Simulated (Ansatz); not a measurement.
# CH3BCl2O: basis-set convergence

One table from this session's results is given with a row withheld; the runs are named, their logs left out.

Method: one geometry, several basis sets; program: Ansatz 0.2.0, Gaussian basis.

Plan: PBE0-D4/def2-SVP; ωB97M-V/def2-SVP; PBE0-D4/def2-QZVPP; ωB97M-V/def2-QZVPP; the functionals' def2-TZVPP values are taken from earlier runs.

## Structure used throughout

An earlier PBE0-D4 in a triple-zeta def2 set relaxation fixed the geometry.

8 atoms, charge 0, spin multiplicity 1.

Atoms are counted from 1 here; the program's logs count them from 0.

Bond lengths: C1–O2 1.417 Å, C1–H6 1.090 Å, C1–H7 1.091 Å, C1–H8 1.091 Å, O2–B3 1.331 Å, B3–Cl4 1.752 Å, B3–Cl5 1.763 Å. Angles: O2–C1–H6 107.8°, O2–C1–H7 111.7°, O2–C1–H8 108.7°, H6–C1–H7 109.9°, H6–C1–H8 109.2°, H7–C1–H8 109.6°, C1–O2–B3 125.9°, O2–B3–Cl4 118.0°, O2–B3–Cl5 123.2°, Cl4–B3–Cl5 118.7°.

Geometry (Å):

```mol
CH3BCl2O
  3D, bonds by distance, orders not assigned

  8  7  0  0  0  0  0  0  0  0999 V2000
   -0.1730   -0.6441    0.9404 C   0  0
    0.0001   -0.5471   -0.4623 O   0  0
    0.2130    0.5735   -1.1475 B   0  0
    0.3829    0.4557   -2.8876 Cl  0  0
    0.3318    2.1607   -0.3896 Cl  0  0
    0.4521   -1.4624    1.2973 H   0  0
    0.1042    0.2820    1.4452 H   0  0
   -1.2188   -0.8754    1.1482 H   0  0
  1  2  8  0
  2  3  8  0
  3  4  8  0
  3  5  8  0
  1  6  8  0
  1  7  8  0
  1  8  8  0
M  END
```

The first run:

Contents of in.yaml:

```yaml
crystal:
  periodic: [false, false, false]
  atoms:
    - {symbol: C, position_ang: [-0.173012, -0.644058, 0.940427]}
    - {symbol: O, position_ang: [0.000077, -0.547124, -0.462285]}
    - {symbol: B, position_ang: [0.213029, 0.573521, -1.147513]}
    - {symbol: Cl, position_ang: [0.382874, 0.455672, -2.887623]}
    - {symbol: Cl, position_ang: [0.331757, 2.160691, -0.389558]}
    - {symbol: H, position_ang: [0.452103, -1.462391, 1.297283]}
    - {symbol: H, position_ang: [0.104197, 0.282009, 1.445237]}
    - {symbol: H, position_ang: [-1.218824, -0.875419, 1.148232]}
basis:
  gaussian: {orbitals: def2-SVP}
hamiltonian: {xc: pbe0, dispersion: d4}
output: {orbitals: {seedname: orbitals}}
```

Among the steps run: PBE0-D4 in def2-SVP; ωB97M-V in def2-SVP; PBE0-D4 in def2-QZVPP; ωB97M-V in def2-QZVPP.

One table of the session follows, with a row left open; its other results are not shown here.

It belongs to the step «Functionals by basis». 

| functional | basis | HOMO (eV) | LUMO (eV) |
| --- | --- | --- | --- |
| PBE0-D4 | def2-SVP | -8.71 | 0.14 |
| PBE0-D4 | def2-TZVPP | -8.90 | -0.22 |
| PBE0-D4 | def2-QZVPP | -8.93 | -0.31 |
| ωB97M-V | def2-SVP | ? | ? |
| ωB97M-V | def2-TZVPP | -11.16 | 1.89 |
| ωB97M-V | def2-QZVPP | -11.21 | 1.63 |

**Question.** Estimate the row for ωB97M-V, def2-SVP.

**Answer.** HOMO (eV): -10.93; LUMO (eV): 2.31. In the column «HOMO (eV)» it lies between ωB97M-V, def2-TZVPP (-11.16) and PBE0-D4, def2-QZVPP (-8.93).
